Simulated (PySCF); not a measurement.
# EuH4N2 (Eu(NH2)2): the cost of one run

Method: BP86, Eu lcecp-0-SVP with ECP53, N def2-SVP, H def2-SVP; scalar-relativistic core potentials, no spin–orbit coupling; program: PySCF 2.14.0.

2 further runs of the same task are left out: 2 for a known fault of the program. Runs told in other sessions of the task aren't counted.

## (1) The starting structure

7 atoms, charge 0, spin multiplicity 1.

Bond lengths: Eu1–N2 2.306 Å, Eu1–N5 2.307 Å, N2–H3 1.033 Å, N2–H4 1.033 Å, N5–H6 1.033 Å, N5–H7 1.033 Å. Angles: N2–Eu1–N5 111.7°, Eu1–N2–H3 124.0°, Eu1–N2–H4 132.0°, H3–N2–H4 104.0°, Eu1–N5–H6 123.9°, Eu1–N5–H7 132.1°, H6–N5–H7 104.0°.

Geometry (Å):

```
Eu   -1.1453   -0.1847   -0.0115
N     0.1305   -0.0639    1.9059
H     1.1517    0.0950    1.9112
H    -0.1150   -0.1423    2.9058
N     0.1342    0.1212   -1.9070
H     1.1534    0.2918   -1.8940
H    -0.1108    0.1488   -2.9103
```

Formal oxidation states: Eu +2. Each metal's 7 4f electrons lie in its core potential, so multiplicities, spins and levels count the valence alone. An earlier session relaxed this geometry at BP86, Eu lcecp-0-SVP with ECP53, N def2-SVP, H def2-SVP (singlet, point group Cs).

Its energy there is -141.278530 Eh.

## (2) Atoms moved at random, σ = 0.15 Å

run.py (the lines that set the calculation) reads:

```python
mol = gto.M(atom='''
Eu    -1.19721    -0.25594     0.08040
N      0.17046    -0.20892     1.84426
H      1.03128     0.33433     1.91371
H     -0.14276    -0.07573     2.77012
N      0.21969    -0.03743    -1.92808
H      1.11255     0.21367    -1.87874
H      0.00466     0.29593    -2.80168''',
    basis={'Eu': 'lcecp-0-SVP', 'N': 'def2-SVP', 'H': 'def2-SVP'},
    ecp={'Eu': 'lcecp-0-SVP'},
    charge=0, spin=0)
mf = dft.RKS(mol, xc='B88,P86')
mf.grids.atom_grid = (50, 194)  # f atoms: unpruned, at least (60, 302)
mf = mf.density_fit()  # fitting sets: Eu AutoAux, N def2-universal-JKFIT, H def2-universal-JKFIT
mf.conv_tol = 1e-08; mf.max_cycle = 55
mf.kernel(dm0)  # dm0: the density of the relaxed state
```

Launch:

```bash
> OMP_NUM_THREADS=2 python run.py
```

**Question.** How long does this run take on 2 threads of Arm Neoverse V1, shared host?

About 4.6 s.
